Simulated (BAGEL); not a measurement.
# HF/def2-SVP (density fitting with qzvpp-jkfit) run of AlSiH3Cl2 (SMILES [SiH3][Al]([Cl])[Cl])

Aim: the electronic atomisation energy of AlSiH3Cl2 at HF/def2-SVP (density fitting with qzvpp-jkfit), from 5 runs. 

The calculation is run with BAGEL 1.2.2.

12 further runs of the same task are left out: 12 set aside as unsound or not needed.

### 1 The system as given

AlSiH3Cl2 has 7 atoms, charge 0, and is taken as a singlet. As SMILES, `[SiH3][Al]([Cl])[Cl]`. Geometry: relaxed at PBE0-D4/def2-TZVP.

Bond lengths: Si1–Al2 2.433 Å, Al2–Cl3 2.091 Å, Al2–Cl4 2.091 Å, Si1–H5 1.486 Å, Si1–H6 1.488 Å, Si1–H7 1.488 Å. Angles: Si1–Al2–Cl3 120.8°, Si1–Al2–Cl4 122.3°, Cl3–Al2–Cl4 117.0°, Al2–Si1–H5 111.1°, Al2–Si1–H6 109.7°, Al2–Si1–H7 109.5°, H5–Si1–H6 109.1°, H5–Si1–H7 109.0°, H6–Si1–H7 108.3°.

### 2 A single-point energy at HF/def2-SVP (density fitting with qzvpp-jkfit)

File hf.json:

```json
{ "bagel": [

{
  "title": "molecule",
  "basis": "svp",
  "df_basis": "qzvpp-jkfit",
  "angstrom": true,
  "geometry": [
    { "atom": "Si", "xyz": [      -0.434800,       0.999700,      -0.278300 ] },
    { "atom": "Al", "xyz": [       0.497800,      -1.172400,       0.296300 ] },
    { "atom": "Cl", "xyz": [       2.290200,      -1.318600,       1.363300 ] },
    { "atom": "Cl", "xyz": [      -0.432100,      -2.964700,      -0.245300 ] },
    { "atom": "H", "xyz": [      -1.709600,       0.853800,      -1.028500 ] },
    { "atom": "H", "xyz": [      -0.687900,       1.781100,       0.962600 ] },
    { "atom": "H", "xyz": [       0.537600,       1.753200,      -1.115800 ] }
  ]
},

{
  "title": "hf"
},

{
  "title": "print",
  "file": "orbitals.molden",
  "orbitals": true
}

]}
```

On the command line:

```sh
$ BAGEL_NUM_THREADS=1 BAGEL hf.json > hf.out
```

Standard output:

```text
* using 1 threads per process

  ===============================================================
  ===============================================================

  *** Geometry ***

  { "atom" : "Si", "xyz" : [     -0.821653,      1.889159,     -0.525911 ] },
  { "atom" : "Al", "xyz" : [      0.940706,     -2.215515,      0.559926 ] },
  { "atom" : "Cl", "xyz" : [      4.327851,     -2.491793,      2.576264 ] },
  { "atom" : "Cl", "xyz" : [     -0.816551,     -5.602471,     -0.463550 ] },
  { "atom" : "H", "xyz" : [     -3.230676,      1.613448,     -1.943583 ] },
  { "atom" : "H", "xyz" : [     -1.299943,      3.365791,      1.819050 ] },
  { "atom" : "H", "xyz" : [      1.015917,      3.313068,     -2.108556 ] },

  Number of auxiliary basis functions:      566

  Since a DF basis is specified, we compute 2- and 3-index integrals:
    o Being stored without compression. Storage requirement is 0.034 GB

  Number of basis functions:       87
  Number of electrons      :       64

    * METHOD: MOLECULE                             0.30

  *** RHF ***

  === Nuclear Repulsion ===
   291.8338796347

      * DIIS with orbital gradients will be used.

  === RHF iteration (svp) ===
      0      -1451.21376139          0.00796198           0.15
      1      -1451.27877873          0.00289019           0.12
      2      -1451.28710635          0.00091736           0.13
      3      -1451.28802252          0.00011946           0.12
      4      -1451.28804024          0.00002951           0.13
      5      -1451.28804160          0.00000529           0.12
      6      -1451.28804165          0.00000121           0.13
      7      -1451.28804165          0.00000026           0.14
      8      -1451.28804165          0.00000008           0.13
      9      -1451.28804165          0.00000002           0.13
     10      -1451.28804165          0.00000001           0.17
    * SCF iteration converged.

    * Permanent dipole moment:
           (    0.236508,    -0.499768,     0.141105) a.u.

    * METHOD: HF                                   1.81

    * METHOD: PRINT                                0.03

  ===============================================================
```

Run time: 3.9 s. Hardware: 1 thread of AMD EPYC 7R13 (Zen 3), shared host; peak memory 0.15 GiB.

### 3 The Al atom, same level

File input.json:

```json
{ "bagel": [

{
  "title": "molecule",
  "basis": "svp",
  "df_basis": "qzvpp-jkfit",
  "angstrom": true,
  "geometry": [
    { "atom": "Al", "xyz": [       0.000000,       0.000000,       0.000000 ] }
  ]
},

{
  "title": "uhf",
  "charge": 0,
  "nopen": 1
},

{
  "title": "print",
  "file": "orbitals.molden",
  "orbitals": true
}

]}
```

Run the same way, it converges to -241.78934 Eh (log not shown).

### 4 The Cl atom at the same level

File job.json:

```json
{ "bagel" : [

{
  "title" : "molecule",
  "basis" : "svp",
  "df_basis" : "qzvpp-jkfit",
  "angstrom" : true,
  "geometry" : [
    { "atom" : "Cl", "xyz" : [    0.000000,    0.000000,    0.000000 ] }
  ]
},
{ "title" : "uhf", "nopen" : 1 },
{ "title" : "print", "file" : "orbitals.molden", "orbitals" : true }

]}
```

Run the same way, it converges to -459.31929 Eh (log not shown).

### 5 The H atom

File input.json:

```json
{ "bagel": [

{
  "title": "molecule",
  "basis": "svp",
  "df_basis": "qzvpp-jkfit",
  "angstrom": true,
  "geometry": [
    { "atom": "H", "xyz": [       0.000000,       0.000000,       0.000000 ] }
  ]
},

{ "title": "uhf", "nopen": 1 },

{ "title": "print", "file": "orbitals.molden", "orbitals": true }

]}
```

Run the same way, it converges to -0.49928 Eh (log not shown).

### 6 The Si atom, same level

File calc.json:

```json
{ "bagel" : [

{
  "title" : "molecule",
  "basis" : "svp",
  "df_basis" : "qzvpp-jkfit",
  "angstrom" : true,
  "geometry" : [
    { "atom" : "Si", "xyz" : [    0.000000,    0.000000,    0.000000 ] }
  ]
},
{
  "title" : "uhf",
  "nopen" : 2
},
{
  "title" : "print",
  "file" : "orbitals.molden",
  "orbitals" : true
}

]}
```

On the command line:

```sh
$ BAGEL_NUM_THREADS=1 BAGEL calc.json > calc.out
```

Standard output:

```text
* using 1 threads per process

  ===============================================================
  ===============================================================

  *** Geometry ***

  { "atom" : "Si", "xyz" : [      0.000000,      0.000000,      0.000000 ] },

  Number of auxiliary basis functions:      128

  Since a DF basis is specified, we compute 2- and 3-index integrals:
    o Being stored without compression. Storage requirement is 0.000 GB

  Number of basis functions:       18
  Number of electrons      :       14

    * METHOD: MOLECULE                             0.03

  *** Open-shell HF ***

  === Nuclear Repulsion ===
     0.0000000000

      * DIIS with orbital gradients will be used.

  === UHF iteration (svp) ===
      0       -288.74204419          0.00795349           0.00
      1       -288.75173969          0.00254134           0.00
      2       -288.75289477          0.00085151           0.00
      3       -288.75312492          0.00013304           0.00
      4       -288.75313458          0.00001118           0.00
      5       -288.75313485          0.00000185           0.00
      6       -288.75313486          0.00000050           0.00
      7       -288.75313487          0.00000012           0.00
      8       -288.75313487          0.00000002           0.00
      9       -288.75313487          0.00000000           0.00
    * SCF iteration converged.

    * S^2 (UHF) is 2.0089

    * Permanent dipole moment:
           (    0.000000,    -0.000000,    -0.000000) a.u.

    * METHOD: UHF                                  0.05

    * METHOD: PRINT                                0.00

  ===============================================================
```

Run time: 1.6 s. Hardware: 1 thread of AMD EPYC 7R13 (Zen 3), shared host; peak memory 0.08 GiB.

### 7 Results

At HF/def2-SVP (density fitting with qzvpp-jkfit):

| quantity | value |
| --- | --- |
| molecule: total energy | -1451.28804 Eh |
| molecule: dipole moment | 1.45 D |
| molecule: HOMO energy | -10.92 eV |
| molecule: LUMO energy | 1.14 eV |
| molecule: HOMO–LUMO gap | 12.06 eV |
| Al atom: total energy | -241.78934 Eh |
| Al atom: dipole moment | 0.00 D |
| Al atom: ⟨S²⟩ | 0.758 |
| Cl atom: total energy | -459.31929 Eh |
| Cl atom: dipole moment | 0.00 D |
| Cl atom: ⟨S²⟩ | 0.755 |
| H atom: total energy | -0.49928 Eh |
| H atom: dipole moment | 0.00 D |
| H atom: ⟨S²⟩ | 0.750 |
| Si atom: total energy | -288.75313 Eh |
| Si atom: dipole moment | 0.00 D |
| Si atom: ⟨S²⟩ | 2.009 |
| electronic atomisation energy | 16.576 eV |

What this shows: Taking the molecule apart into free atoms costs 16.58 eV (1599 kJ/mol), before zero-point energy and without spin-orbit coupling. Hartree–Fock lacks the correlation of the bonding pairs, which as a rule makes this value much too low; in minimal bases other errors can mask that.
